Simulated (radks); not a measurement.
# V⁸⁺ in [Ne] 3s1 3p3 4p1: an all-electron calculation

One table from this session's results is given with a row withheld; the runs are named, their logs left out.

The numbers are computed with radks (a radial shooting solver on a logarithmic mesh, Libxc functionals) version 1 (non-relativistic Kohn-Sham, RPBE, spin-polarised, spherical densities, point nucleus; open shells are filled with parallel spins first), except any that are marked as measured or tabulated.

## What is computed

| Property | Result |
| --- | --- |
| element | vanadium (Z = 23) |
| charge | +8 |
| electrons | 15 |
| configuration | [Ne] 3s1 3p3 4p1 |

Outer shells as boxes (Hund's rule):

V⁸⁺
```
[Ne] core
3s [↑ ]
3p [↑ ][↑ ][↑ ]
4p [↑ ][  ][  ]
```

Set-up of the first run:

Input:

```text
Z 23
configuration [Ne] 3s1 3p3 4p1
relativity non-relativistic
functional rpbe,pbe
spin polarised
nucleus point
```

Run with:

```sh
$ python run_ks.py task.json out
```

This one command runs every case of the session in turn.

Among the steps run: Self-consistent calculation.

One table of the session follows, with a row left open; its other results are not shown here.

It belongs to the step «Shells». From the orbitals of this run (lengths in bohr):

```
  level      <r>  outermost maximum (interpolated)  90 % within  nodes
  1s up  0.06703                            0.0441        0.119      0
1s down  0.06702                            0.0441        0.119      0
  2s up   0.3093                             0.257        0.479      1
2s down   0.3088                             0.258        0.478      1
  2p up        ?                                 ?            ?      ?
2p down   0.2729                             0.209        0.447      0
  3s up   0.8452                             0.774         1.23      2
  3p up   0.8531                             0.772         1.27      1
  4p up    1.834                              1.79         2.61      2
```

Q: Estimate the row for 2p up from the others.

The run gave: <r>: 0.2732; outermost maximum (interpolated): 0.208; 90 % within: 0.448; nodes: 0. In the column «<r>» it lies between 2p down (0.2729) and 2s down (0.3088).
